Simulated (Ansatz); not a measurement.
# Sn3Se (Fm-3m) in Ansatz: equation of state

Aim: energy against volume of Sn3Se in PBEsol, for its equilibrium volume and stiffness.

All numbers are computed with Ansatz 0.2.0; they aren't measurements. Logs are shortened: lines on timing, memory, paths and dates and some standing lists are left out, and cuts for length are marked.

## (1) Starting point

It takes space group Fm-3m (No. 225, cubic). The conventional cell has a = 7.466 Å, b = 7.466 Å, c = 7.466 Å, α = 90.00°, β = 90.00°, γ = 90.00°. Sn (site symmetry m-3m) is surrounded by 8 Sn at 3.23 Å. Sn (site symmetry -43m) is surrounded by 4 Sn at 3.23 Å and 4 Se at 3.23 Å. Se (site symmetry m-3m) has 8 Sn at 3.23 Å as nearest neighbours.

The cell comes from a database or a generator and needn't be the stable form of this composition.

## (2) Equation of state, PBEsol

Potentials or basis: all-electron LAPW, scalar-relativistic.

No new run: the results of the series are fitted here.

Results:

* Equilibrium volume: 24.43 Å³/atom (rough: see the caveat)
* Bulk modulus: 59 GPa (rough)

Energy against volume, from the lowest point:
```
volume (Å³/atom)  energy (meV/atom)
          24.452               0.00
          24.973               2.16
          25.493               7.91
          26.013              16.82
          26.533              28.50
          27.054              42.65
          27.574              58.96
```

Caveat: the minimum lies outside the volumes run.
